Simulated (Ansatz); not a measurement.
Write a Python script for the Python package of Ansatz (0.2.0) that makes an atomisation energy of BClHS, SMILES S[B]Cl. Use (for the species named): r2scan0, STO-3G basis, multiplicity 2.

```xyz
4

S     0.7076   -1.0733    0.3769
B    -0.4237   -0.0237   -0.8020
Cl   -1.8495    0.9791   -0.1455
H     1.6211    0.0576    0.5503
```

`bclhs_tae.py`
```python
"""Energy to split BClHS into its atoms."""

from collections import Counter

import ansatz as az
from ase import Atoms

BASIS_SET = "STO-3G"
XC = "R2SCAN0"


def total_energy(molecule, charge=0, unpaired=0):
    calc = molecule.calculation().basis(gaussian=BASIS_SET).functional(XC)
    if charge:
        calc = calc.charge(charge)
    if unpaired:
        calc = calc.spin("collinear", total=unpaired)
    report = calc.run().report
    if report["published_state_doubts"]:
        print("  doubts:", report["published_state_doubts"])
    return report["free_energy_ev"]


def main() -> None:
    atoms = Atoms(["S", "B", "Cl", "H"], positions=[
        [0.7076, -1.0733, 0.3769],
        [-0.4237, -0.0237, -0.802],
        [-1.8495, 0.9791, -0.1455],
        [1.6211, 0.0576, 0.5503],
    ])
    mol = az.Crystal.molecule_from_ase(atoms)

    # unpaired electrons of the ground-state atoms
    unpaired = {"S": 2, "B": 1, "Cl": 1, "H": 1}
    counts = Counter(site.symbol for site in mol.cartesian_sites)
    atom_energy = {s: total_energy(az.Crystal.molecule().atom(s, (0, 0, 0)), 0, unpaired[s]) for s in counts}
    whole = total_energy(mol, 0, 1)
    for s, e in atom_energy.items():
        print(f"{s:2s} x{counts[s]}  {e:14.5f} eV")
    print(f"BClHS: {whole:.5f} eV")
    split = sum(counts[s] * e for s, e in atom_energy.items()) - whole
    print(f"atomisation energy (no zero-point term): {split:.3f} eV, {split / sum(counts.values()):.3f} eV an atom")


if __name__ == "__main__":
    main()
```

```console
$ python bclhs_tae.py
S  x1    -10712.37971 eV
B  x1      -660.04385 eV
Cl x1    -12384.73932 eV
H  x1       -12.69384 eV
BClHS: -23783.60467 eV
atomisation energy (no zero-point term): 13.748 eV, 3.437 eV an atom
```

13.748 eV from the electronic energies, without the zero-point term.

Reading the output:
- The settings weren't tested for convergence.
- The geometry is a force-field or estimated start, not a minimum of this method, and the basis set is short of its limit. All parts are taken at fixed geometry, without zero-point energy.
- The run takes the species as open-shell (spin multiplicity 2), which needn't be its ground state.
- It ran for 4.8 s on 1 thread of Intel(R) Xeon(R) Platinum 8259CL CPU @ 2.50GHz (Skylake/Cascade Lake) (shared host), peak memory 0.21 GiB.
